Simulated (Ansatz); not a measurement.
A run of Ansatz 0.2.0 is set up as follows.

File input.yaml:

```yaml
crystal:
  lattice:
    - [2.6379305253, 0.0, 0.0]
    - [-1.3189652627, 2.2845148484, 0.0]
    - [0.0, 0.0, 6.319344]
  atoms:
    - { symbol: Pd, position: [0.0, 0.0, 0.0] }
    - { symbol: Co, position: [0.6666666667, 0.3333333333, 0.349778], spin: 2.0 }
    - { symbol: Co, position: [0.3333333333, 0.6666666667, 0.650222], spin: 2.0 }
hamiltonian:
  xc: pbesol
  pseudopotentials: { kind: paw }
magnetization:
  spin_polarized: true
  initial_magnetization: 4.0
  spin_locking: { lock_magnetization: hard }
kpoints:
  mp_grid: { grid: [10, 10, 4] }
scf:
  occupations: { method: fermi_dirac, width: 0.05 }
  lower_state_search: "off"
output:
  forces: true
  stress: true
  eigenvalues: true
  write_density: true
  write_potential: true
  elf: true
  volumetric_format: npy
```

Potentials or basis: Ansatz PAW.

Launch:

```bash
$ ansatz run input.yaml --threads 2 --pin off --max-ram 5632MiB --backend cpu --events-out ev --progress --plain --runs-dir out
```

Q: Predict the pressure.

A: -9.8 GPa.

Forces on the atoms (eV/Å):
```
Pd   0.000  0.000  0.000
Co   0.000  0.000  0.003
Co   0.000  0.000 -0.003
```

Caveat: the total moment is fixed, so each spin has its own Fermi level; the PAW data sets come from PBE, with cores solved anew for the run's functional, which leaves a small shift of forces and pressure; the thresholds are loose for stress.
